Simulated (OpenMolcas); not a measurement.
# Co³⁺ among point charges: CASSCF and CASPT2 levels and susceptibility

How does a field of 4 point charges split the states of Co³⁺, and what χT follows?

Program: OpenMolcas 26.06. Level of theory: state-averaged CASSCF and CASPT2, spin-orbit coupling by RASSI with atomic mean-field integrals. These are calculated values, not measurements, unless marked.

### 1 The system

| Property | Result |
| --- | --- |
| Species | Co³⁺ (cobalt, Z = 27, 24 electrons) |
| Basis | ANO-RCC-VTZP [6s5p3d2f1g], 59 functions |
| Scalar Hamiltonian | DKH2, point nucleus |
| Inactive shells | 1s 2s 2p 3s 3p |
| Active space | 6 electrons in 5 orbitals (3d) |
| Some configurations of this space | 3d⁶ |
| Orbitals | optimised for each spin and parity, averaged over all roots |

Outer shells as boxes (Hund's rule):

3d6
```
3d [↑↓][↑ ][↑ ][↑ ][↑ ]
```

The ion sits among 4 point charges of -1.5 e arranged as a square (D4h), 1.92 Å from the ion.

Each step is its own input file, run in one work folder so that later steps find the files of earlier ones. Labels, J, g values, rates, χT and fits are worked out afterwards by a script from the matrices that RASSI stores. The input lists half of the charges; inversion (Group=XYZ) makes the rest.

### 2 GATEWAY and SEWARD: basis and integrals

File a.inp:

```
&GATEWAY
Coord
1

Co 0.0 0.0 0.0
Basis=ANO-RCC-VTZP
Group=XYZ
NoMove
AngMom=0.0 0.0 0.0
AMFI
XField
2 Angstrom 0
1.920000 0.000000 0.000000 -1.500000
0.000000 1.920000 0.000000 -1.500000
&SEWARD
```

The run is started by

```console
$ OMP_NUM_THREADS=1 MOLCAS_MEM=1689 MOLCAS_PROJECT=a pymolcas a.inp > a.log
```

The program printed:

```text
Basis set label: CO.ANO-RCC...6S5P3D2F1G.

      Electronic valence basis set:
      ------------------
      Associated Effective Charge  27.000000 au
      Associated Actual Charge     27.000000 au
      Nuclear Model: Point charge

      Shell  nPrim  nBasis  Cartesian Spherical Contaminant
         s      21       6        X
         p      15       5        X
         d      10       3                 X
         f       6       2                 X
         g       4       1                 X
                  Relativistic Douglas-Kroll-Hess integrals:
                    - DKH order of Hamiltonian: 2
                    - DKH order of Properties : 0
                  Atomic mean-field integrals
```

### 3 CASSCF: quintets of even parity, 5 roots

File a.inp:

```
&RASSCF
FileOrb=start.orb
Symmetry=1
Spin=5
nActEl=6 0 0
Inactive=3 6
Ras2=5 0
CIRoot=5 5 1
SDav=5
CIMx=300
Iter=120 100
PrWF=0.3
OrbListing=Nothing
MaxOrb=0
>>> COPY $Project.JobIph JOB001
```

start.orb holds the contracted functions of the basis, ordered by shell, or the orbitals of the step before.

The program printed (excerpt; [...] marks lines left out):

```text
[...]
      Number of active orbitals                  5
[...]
      Spin quantum number                      2.0
[...]
      Active orbitals                            5   0
[...]
      Number of CSFs                             5
      Number of root(s) required                 5
[...]
      Convergence after 10 iterations
[...]
      Natural orbitals and occupation numbers for root  1
      sym 1:   1.000000   1.000000   2.000000   1.000000   1.000000
      Natural orbitals and occupation numbers for root  2
      sym 1:   1.000000   1.000000   2.000000   1.000000   1.000000
      Natural orbitals and occupation numbers for root  3
      sym 1:   1.000000   2.000000   1.000000   1.000000   1.000000
::    RASSCF root number  1 Total energy:  -1394.83627284
::    RASSCF root number  2 Total energy:  -1394.82763916
::    RASSCF root number  3 Total energy:  -1394.82763916
::    RASSCF root number  4 Total energy:  -1394.79905078
::    RASSCF root number  5 Total energy:  -1394.78470365
```

### 4 CASSCF: triplets of even parity, 45 roots

File a.inp:

```
&RASSCF
FileOrb=start.orb
Symmetry=1
Spin=3
nActEl=6 0 0
Inactive=3 6
Ras2=5 0
CIRoot=45 45 1
SDav=45
CIMx=300
Iter=120 100
PrWF=0.3
OrbListing=Nothing
MaxOrb=0
>>> COPY $Project.JobIph JOB002
```

The program printed (excerpt; [...] marks lines left out):

```text
[...]
      Number of active orbitals                  5
[...]
      Spin quantum number                      1.0
[...]
      Active orbitals                            5   0
[...]
      Number of CSFs                            45
      Number of root(s) required                45
[...]
      Convergence after  7 iterations
[...]
      Natural orbitals and occupation numbers for root  1
      sym 1:   1.747823   1.000240   1.000240   1.920452   0.331245
      Natural orbitals and occupation numbers for root  2
      sym 1:   0.351490   1.122786   1.688996   1.636047   1.200681
      Natural orbitals and occupation numbers for root  3
      sym 1:   1.636047   1.688996   1.122786   1.200681   0.351490
::    RASSCF root number  1 Total energy:  -1394.71559984
::    RASSCF root number  2 Total energy:  -1394.71460004
::    RASSCF root number  3 Total energy:  -1394.71460004
[...]
::    RASSCF root number 27 Total energy:  -1394.65652244
::    RASSCF root number 28 Total energy:  -1394.65605139
::    RASSCF root number 29 Total energy:  -1394.65492746
::    RASSCF root number 30 Total energy:  -1394.65428671
```

### 5 CASSCF: singlets of even parity, 50 roots

File a.inp:

```
&RASSCF
FileOrb=start.orb
Symmetry=1
Spin=1
nActEl=6 0 0
Inactive=3 6
Ras2=5 0
CIRoot=50 50 1
SDav=50
CIMx=300
Iter=120 100
PrWF=0.3
OrbListing=Nothing
MaxOrb=0
>>> COPY $Project.JobIph JOB003
```

The program printed (excerpt; [...] marks lines left out):

```text
[...]
      Number of active orbitals                  5
[...]
      Spin quantum number                      0.0
[...]
      Active orbitals                            5   0
[...]
      Number of CSFs                            50
      Number of root(s) required                50
[...]
      Convergence after  7 iterations
[...]
      Natural orbitals and occupation numbers for root  1
      sym 1:   0.680266   1.003673   1.331356   1.981032   1.003673
      Natural orbitals and occupation numbers for root  2
      sym 1:   0.765538   1.001084   1.241617   1.990678   1.001084
      Natural orbitals and occupation numbers for root  3
      sym 1:   0.463859   1.007428   1.698142   1.558580   1.271991
::    RASSCF root number  1 Total energy:  -1394.66370306
::    RASSCF root number  2 Total energy:  -1394.66333081
::    RASSCF root number  3 Total energy:  -1394.65696197
[...]
::    RASSCF root number 27 Total energy:  -1394.58390816
::    RASSCF root number 28 Total energy:  -1394.57904677
::    RASSCF root number 29 Total energy:  -1394.57904677
::    RASSCF root number 30 Total energy:  -1394.56136617
```

### 6 RASSI: spin-orbit coupling between the states

File a.inp:

```
&RASSI
NrOfJobIphs=3 5 45 50
1 2 3 4 5
1 2 3 4 5 6 7 8 9 10 11 12 13 14 15 16 17 18 19 20 21 22 23 24 25 26 27
28 29 30 31 32 33 34 35 36 37 38 39 40 41 42 43 44 45
1 2 3 4 5 6 7 8 9 10 11 12 13 14 15 16 17 18 19 20 21 22 23 24 25 26 27
28 29 30 31 32 33 34 35 36 37 38 39 40 41 42 43 44 45 46 47 48 49 50
IphNames
JOB001
JOB002
JOB003
EJob
SpinOrbit
DIPRint=1.0
SOCoupling=1000.0
Subsets=2
Property=9
'ANGMOM' 1 'ANGMOM' 2 'ANGMOM' 3 'MLTPL  1' 1 'MLTPL  1' 2 'MLTPL  1' 3
'AMFI' 1 'AMFI' 2 'AMFI' 3
SOProperty=3
'ANGMOM' 1 'ANGMOM' 2 'ANGMOM' 3
```

The run is started by

```console
$ OMP_NUM_THREADS=1 MOLCAS_MEM=1689 MOLCAS_PROJECT=a pymolcas a.inp > a.log
```

The program printed (excerpt; [...] marks lines left out):

```text
SPIN-FREE ENERGIES:
  (Shifted by EMIN (a.u.) =      -1394.8362728417)
 SF State       Relative EMIN(au)   Rel lowest level(eV)    D:o, cm**(-1)      L_eff
     1             0.0000000000        0.0000000000              0.0000         2.0
     2             0.0086336805        0.2349344149           1894.8738         2.0
     3             0.0086336805        0.2349344149           1894.8738         2.0
     4             0.0372220584        1.0128638074           8169.2975         2.0
     5             0.0515691919        1.4032691985          11318.1294         2.0
     6             0.1206730058        3.2836797689          26484.6635         4.5
     7             0.1216728031        3.3108856421          26704.0936         4.6
     8             0.1216728031        3.3108856421          26704.0936         4.6
     9             0.1252546163        3.4083517425          27490.2107         4.6
    10             0.1253951065        3.4121746763          27521.0448         4.8
[...]
Eigenvalues of complex Hamiltonian:
   -----------------------------------
  (Shifted by EMIN (a.u.) =      -1394.8362728417)
 SO State       Relative EMIN(au)   Rel lowest level(eV)    D:o, cm**(-1)     J-value
     1            -0.0011017114        0.0000000000              0.0000         3.6
     2            -0.0009626598        0.0037837862             30.5183         3.4
     3            -0.0009626598        0.0037837862             30.5183         3.4
     4            -0.0005235640        0.0157321906            126.8887         2.7
     5            -0.0005227121        0.0157553735            127.0757         2.7
     6             0.0069779739        0.2198594371           1773.2860         2.3
     7             0.0069779739        0.2198594371           1773.2860         2.3
     8             0.0079737198        0.2469550623           1991.8269         2.5
     9             0.0080008668        0.2476937715           1997.7850         2.4
    10             0.0087327669        0.2676097862           2158.4185         2.6
    11             0.0087327669        0.2676097862           2158.4185         2.6
[...]
```

These steps took 30 s in all on 1 thread of Intel Xeon Platinum 8559C (Emerald Rapids), shared host.

States without spin-orbit coupling:

```csv
state,degeneracy,E (cm-1),free-ion L (%)
5A1,1,0,D (100)
5E,2,1895,D (100)
5B2,1,8169,D (100)
5B1,1,11318,D (100)
3A2,1,26485,H (68)
3E,2,26704,H (72)
3B2,1,27490,H (67)
3E,2,27521,H (87)
3A1,1,27587,H (84)
3B1,1,28889,H (74)
3E,2,29511,H (76)
3A2,1,29716,H (75)
3B2,1,30916,F (68)
3E,2,31045,F (35)
3B1,1,31692,F (73)
3A2,1,32309,P (62)
3E,2,32766,F (36)
3E,2,34540,F (67)
3A1,1,34762,G (88)
3A2,1,35365,F (57)
3E,2,37041,G (51)
3B2,1,37567,G (63)
1B1,1,37875,I (92)
1B2,1,37956,I (97)
```

With spin-orbit coupling:

```tsv
E (cm-1)	Degeneracy	Label	2S+1	g
0.0	1	A1	5	
30.5	2	E	5	0.00 0.00 3.95
126.9	1	B2	5	
127.1	1	B1	5	
1773	2	E	5	0.00 0.00 10.00
1992	1	B2	5	
1998	1	B1	5	
2158	2	E	5	0.00 0.00 2.28
2245	1	A2	5	
2412	1	A1	5	
2482	2	E	5	0.00 0.00 5.77
8232	2		5	0.00 0.00 9.53
8354	2	E	5	0.00 0.00 4.81
8396	1	B2	5	
11535	1	B1	5	
11561	2	E	5	0.00 0.00 3.19
11635	1	A1	5	
11635	1	A2	5	
26203	1	A1	3	
26274	2	E	3	0.00 0.00 2.44
26447	1	B1	3	
26684	1	B2	3	
27054	1	A2	3	
27083	2	E	3	0.00 0.00 1.01
```

The table of states holds 24 of 76 computed; the rest, higher up, is left out. Principal g values are given for doublets only; a zero marks a field direction without first-order Zeeman splitting.

Powder χT (cm³ K/mol): 0.39 at 2 K, 0.98 at 5 K, 1.90 at 10 K, 3.01 at 20 K, 3.76 at 50 K, 3.97 at 100 K, 4.02 at 150 K, 4.04 at 200 K, 4.06 at 250 K, 4.08 at 300 K.

Orbitals of the lowest block (energies include the constant potential of the surroundings):

```csv
shell,space,energy (hartree),mean occupation,⟨r²⟩ (bohr²)
1s,inactive,-285.5197,2.000,0.00421
2s,inactive,-35.2377,2.000,0.0761
2p,inactive,-30.0083,6.000,0.0618
3s,inactive,-4.3856,2.000,0.687
3p,inactive,-2.7829,6.000,0.768
3d,RAS2,,6.000,1.14
```

### 7 CASPT2: IPEA 0.25, imaginary shift 0.1 (closed shells correlated: 3s 3p)

File a.inp:

```
>>> COPY JOB001 $Project.JobIph
&CASPT2
Multistate=5 1 2 3 4 5
NoMult
Frozen=2 3
IPEA=0.25
Imaginary=0.1
MaxIter=60
WThr=0.0 0.3 0.05
PrWF=0.5
NoMix
>>> COPY JOB002 $Project.JobIph
&CASPT2
Multistate=45 1 2 3 4 5 6 7 8 9 10 11 12 13 14 15 16 17 18 19 20 21 22
23 24 25 26 27 28 29 30 31 32 33 34 35 36 37 38 39 40 41 42 43 44 45
NoMult
Frozen=2 3
IPEA=0.25
Imaginary=0.1
MaxIter=60
WThr=0.0 0.3 0.05
PrWF=0.5
NoMix
>>> COPY JOB003 $Project.JobIph
&CASPT2
Multistate=50 1 2 3 4 5 6 7 8 9 10 11 12 13 14 15 16 17 18 19 20 21 22
23 24 25 26 27 28 29 30 31 32 33 34 35 36 37 38 39 40 41 42 43 44 45 46
47 48 49 50
NoMult
Frozen=2 3
IPEA=0.25
Imaginary=0.1
MaxIter=60
WThr=0.0 0.3 0.05
PrWF=0.5
NoMix
```

The program printed (excerpt; [...] marks lines left out):

```text
[...]
      Active orbitals                            5   0
[...]
      E2 (Variational):          -0.4088618824
      Total energy:           -1395.2451347241
[...]
::    CASPT2 Root  1     Total energy:  -1395.24513472
::    CASPT2 Root  2     Total energy:  -1395.23597017
[...]
::    CASPT2 Root 27     Total energy:  -1395.02715428
::    CASPT2 Root 28     Total energy:  -1395.02127397
::    CASPT2 Root 29     Total energy:  -1395.02127397
::    CASPT2 Root 30     Total energy:  -1394.99923922
```

Time for this run: 14 s (1 thread of Intel Xeon Platinum 8559C (Emerald Rapids), shared host).

SS-CASPT2: lowest energy less the reference's lowest, -0.4089 hartree; reference weights 0.942 to 0.954.

Spin-free states, with their symmetry labels:

```csv
state,degeneracy,E (cm-1),free-ion L (%)
5A1,1,0,D (100)
5E,2,2008,D (100)
5B2,1,8778,D (100)
5B1,1,12368,D (100)
3E,2,24999,H (72)
3A2,1,25020,H (68)
3B2,1,25339,H (67)
3E,2,25654,H (87)
3A1,1,25793,H (84)
3B1,1,26578,H (74)
3B2,1,27319,F (68)
3E,2,27638,H (76)
3E,2,27689,F (35)
3A2,1,27740,H (75)
3B1,1,27916,F (73)
3E,2,29008,F (36)
3A2,1,29030,P (62)
3E,2,31017,F (67)
3A1,1,31603,G (88)
3A2,1,31763,F (57)
3E,2,34347,G (51)
3B2,1,34878,G (63)
1B2,1,35396,I (97)
1B1,1,35409,I (92)
```

With spin-orbit coupling:

| E (cm-1) | Degeneracy | Label | 2S+1 | g |
| --- | --- | --- | --- | --- |
| 0 | 1 | A1 | 5 |  |
| 30 | 2 | E | 5 | 0.00 0.00 3.96 |
| 120 | 1 | B2 | 5 |  |
| 120 | 1 | B1 | 5 |  |
| 1880 | 2 | E | 5 | 0.00 0.00 10.00 |
| 2090 | 1 | B2 | 5 |  |
| 2100 | 1 | B1 | 5 |  |
| 2260 | 2 | E | 5 | 0.00 0.00 2.25 |
| 2350 | 1 | A2 | 5 |  |
| 2510 | 1 | A1 | 5 |  |
| 2580 | 2 | E | 5 | 0.00 0.00 5.80 |
| 8840 | 1 | A1 | 5 |  |
| 8840 | 1 | A2 | 5 |  |
| 8950 | 2 | E | 5 | 0.00 0.00 4.71 |
| 8990 | 1 | B2 | 5 |  |
| 12570 | 1 | B1 | 5 |  |
| 12590 | 2 | E | 5 | 0.00 0.00 3.29 |
| 12650 | 1 | A1 | 5 |  |
| 12650 | 1 | A2 | 5 |  |
| 24620 | 1 | A1 | 3 |  |
| 24630 | 1 | B1 | 3 |  |
| 24630 | 2 | E | 3 | 0.00 0.00 1.00 |
| 24960 | 1 | B2 | 3 |  |
| 25260 | 2 | E | 3 | 0.00 0.00 2.12 |

Powder χT (cm³ K/mol): 0.39 at 2 K, 0.98 at 5 K, 1.91 at 10 K, 3.00 at 20 K, 3.72 at 50 K, 3.92 at 100 K, 3.97 at 150 K, 3.99 at 200 K, 4.01 at 250 K, 4.03 at 300 K.

### 8 The methods side by side

A. CASSCF
B. SS-CASPT2, IPEA 0.25, imaginary shift 0.1 (closed shells correlated: 3s 3p)

```csv
method,ground state,first state of that spin (cm-1),first gap with spin-orbit (cm-1),χT at 300 K
A,5A1,5E 1895,30.5,4.08
B,5A1,5E 2008,30.0,4.03
```

### 9 Outcome

| quantity | value |
| --- | --- |
| method | SS-CASPT2, IPEA 0.25, imaginary shift 0.1 (closed shells correlated: 3s 3p) |
| spin-free ground state | 5A1, 1-fold in its orbital part |
| first state of the same spin within the active space | 5E at 2010 cm⁻¹ |
| lowest level | 1-fold A1 |
| next level | 30.0 cm⁻¹ |
| χT at 300 K | 4.03 cm³ K/mol |
| effective moment at 300 K | 5.68 μB |

Cost by method:

```csv
method,time of its own steps,time with the reference
A. CASSCF,30 s,30 s
"B. SS-CASPT2, IPEA 0.25, imaginary shift 0.1, +3s 3p",14 s,44 s
```

Times are of one thread on a shared host.

What this shows: The spin-free ground state (5A1) comes to 100 % from free-ion D terms and keeps the highest spin of the shell. χT at 300 K is 4.03, against 3.01 cm³ K/mol for the spin alone, so orbital moment adds to it. An active space of the d shell alone favours high spin; real ions in strong fields can be low spin. The field of point charges can differ much from that of real complexes. With metal d orbitals alone active, the gaps between spin states are rough; where two lie within a few thousand cm-1, their order is open. This is an electrostatic model: the charges have no orbitals.
